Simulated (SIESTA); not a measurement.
Set up this calculation in SIESTA 5.4.2, as the native input.

| Item | Value |
| --- | --- |
| Task | band structure |
| Functional | PBE |
| Potentials or basis | PseudoDojo 0.4 standard (PBE files) |
| Basis | DZ (energy shift 0.003 Ry; two zetas on semicore shells) |
| Grid cutoff | 800 Ry |
| Energy shift | 0.003 Ry |
| k mesh | 9 × 9 × 1 |
| Occupations | fermi-dirac, width 0.05 eV |
| Spin | no spin polarisation |
| dipole correction | yes |

Slab: Zr, a slab with vacuum.

```
Zr
1.0
     3.23200    0.00000    0.00000
    -1.61600    2.79899    0.00000
     0.00000    0.00000   25.29400
Zr
5
Cartesian
  0.0000 1.8660 7.5000
  1.6160 0.9330 10.0735
  0.0000 1.8660 12.6470
  1.6160 0.9330 15.2205
  0.0000 1.8660 17.7940
```

The slab is cut from a database's or a generator's crystal, which needn't be the stable form of the element.

One way to write it, as run:

Zr.fdf

```
SystemName                      Zr
SystemLabel                     Zr
NumberOfSpecies                 1
NumberOfAtoms                   5
%block ChemicalSpeciesLabel
  1  40 Zr
%endblock ChemicalSpeciesLabel

LatticeConstant                 1.0 Ang
%block LatticeVectors
     3.2319982225     0.0000000000     0.0000000000
    -1.6159991113     2.7989925656     0.0000000000
     0.0000000000     0.0000000000    25.2940000000
%endblock LatticeVectors
AtomicCoordinatesFormat         Fractional
%block AtomicCoordinatesAndAtomicSpecies
     0.3333333333     0.6666666666     0.2965130070  1  Zr
     0.6666666667     0.3333333334     0.3982565035  1  Zr
     0.3333333333     0.6666666666     0.5000000000  1  Zr
     0.6666666667     0.3333333334     0.6017434965  1  Zr
     0.3333333333     0.6666666666     0.7034869930  1  Zr
%endblock AtomicCoordinatesAndAtomicSpecies

%block kgrid.MonkhorstPack
    9   0   0  0.0
    0   9   0  0.0
    0   0   1  0.0
%endblock kgrid.MonkhorstPack
XC.Functional                   GGA
XC.Authors                      PBE
PAO.BasisSize                   DZ
PAO.EnergyShift                 0.003 Ry
Mesh.Cutoff                     800 Ry
OccupationFunction              FD
ElectronicTemperature           0.05 eV
Slab.DipoleCorrection           vacuum
MaxSCFIterations                120
SCF.MustConverge                false
SCF.Mixer.Method                Pulay
SCF.Mixer.Weight                0.25
SCF.Mixer.History               8
SCF.DM.Tolerance                5.0e-05
SCF.H.Tolerance                 1.0e-03 eV
WriteForces                     true
Charge.Mulliken                 end
Charge.Hirshfeld                end
Charge.Voronoi                  end
SaveRho                         true
SaveElectrostaticPotential      true
BandLinesScale                  ReciprocalLatticeVectors
%block BandLines
    1    0.000000   0.000000   0.000000  \Gamma
   14    0.500000   0.000000   0.000000  M
    8    0.333333   0.333333   0.000000  K
   16    0.000000   0.000000   0.000000  \Gamma
    2    0.000000   0.000000   0.500000  A
   14    0.500000   0.000000   0.500000  L
    8    0.333333   0.333333   0.500000  H
   16    0.000000   0.000000   0.500000  A
    1    0.500000   0.000000   0.500000  L
    2    0.500000   0.000000   0.000000  M
    1    0.333333   0.333333   0.000000  K
    2    0.333333   0.333333   0.500000  H
%endblock BandLines
%block PAO.Basis
  Zr 4
  n=4 0 2
    3.497 0.000
  n=5 0 2
    9.041 0.000
  n=4 1 2
    4.057 0.000
  n=4 2 2
    7.356 0.000
%endblock PAO.Basis
```

Potentials or basis: PseudoDojo 0.4 standard (PBE files), DZ (energy shift 0.003 Ry; two zetas on semicore shells).

Command:

```sh
$ siesta < Zr.fdf > Zr.out 2>&1
```

It gave:

| Quantity | Value |
| --- | --- |
| Largest force | 0.629 eV/Å |
| Band gap on the k mesh | none (metal or under the smearing width) |
| Work function | 3.84 eV |

Caveat: the basis has no polarisation orbitals; the basis of atomic orbitals isn't converged, which shifts pressures, moduli and gaps.

Wall time 2.1 min on 1 thread of Arm Neoverse V1 (shared host), peak memory 0.51 GiB.
